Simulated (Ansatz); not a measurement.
# PdTe: the cost of one run

Program: Ansatz 0.2.0. Level of theory: DFT LDA without U, plane waves, PAW. These are calculated values, not measurements.

### Step 1. The starting structure

The structure is hexagonal, space group P6_3/mmc (No. 194). Conventional cell: a = 4.152 Å, b = 4.152 Å, c = 5.672 Å, α = 90.00°, β = 90.00°, γ = 120.00°. Te (site symmetry -6m2) has 6 Pd at 2.79 Å as nearest neighbours. Pd (site symmetry -3m) is surrounded by 6 Te at 2.79 Å and 2 Pd at 2.84 Å.

Coordinates:

```xyz
4
Lattice="4.1521 0.0000 0.0000 -2.0760 3.5958 0.0000 0.0000 0.0000 5.6719" Properties=species:S:1:pos:R:3 pbc="T T T"
Te    0.0000    2.3972    1.4180
Te    2.0760    1.1986    4.2539
Pd    0.0000    0.0000    0.0000
Pd    0.0000    0.0000    2.8359
```

Magnetic order typed: ferromagnetic.

### Step 2. From atoms, symmetry kept, no search

Contents of input.yaml:

```yaml
crystal:
  lattice:
    - [4.15209743, 0.0, 0.0]
    - [-2.07604871, 3.59582185, 0.0]
    - [0.0, 0.0, 5.6718989]
  atoms:
    - { symbol: Te, position: [0.3333333333, 0.6666666667, 0.25] }
    - { symbol: Te, position: [0.6666666667, 0.3333333333, 0.75] }
    - { symbol: Pd, position: [0.0, 0.0, 0.0], spin: 2.0 }
    - { symbol: Pd, position: [0.0, 0.0, 0.5], spin: 2.0 }
basis:
  ecutwfc: 420
  ecutrho_ratio: 4
kpoints:
  mp_grid: { grid: [5, 5, 4] }
hamiltonian:
  xc: lda
scf:
  occupations: { method: gaussian, width: 0.05 }
  lower_state_search: "off"
  max_iter: 150
output:
  forces: true
  stress: true
  eigenvalues: true
  populations: true
  hubbard: { sites: [{ site: 2, l: d }, { site: 3, l: d }] }
magnetization:
  spin_polarized: true
```

Launch:

```console
> ansatz run input.yaml --threads 2 --pin off --max-ram 3072MiB --backend cpu --events-out ev --progress --plain --runs-dir out
```

What time and memory should one allow on 2 threads of Arm Neoverse V2, shared host?

About 5.6 s, with a peak of 0.45 GiB.
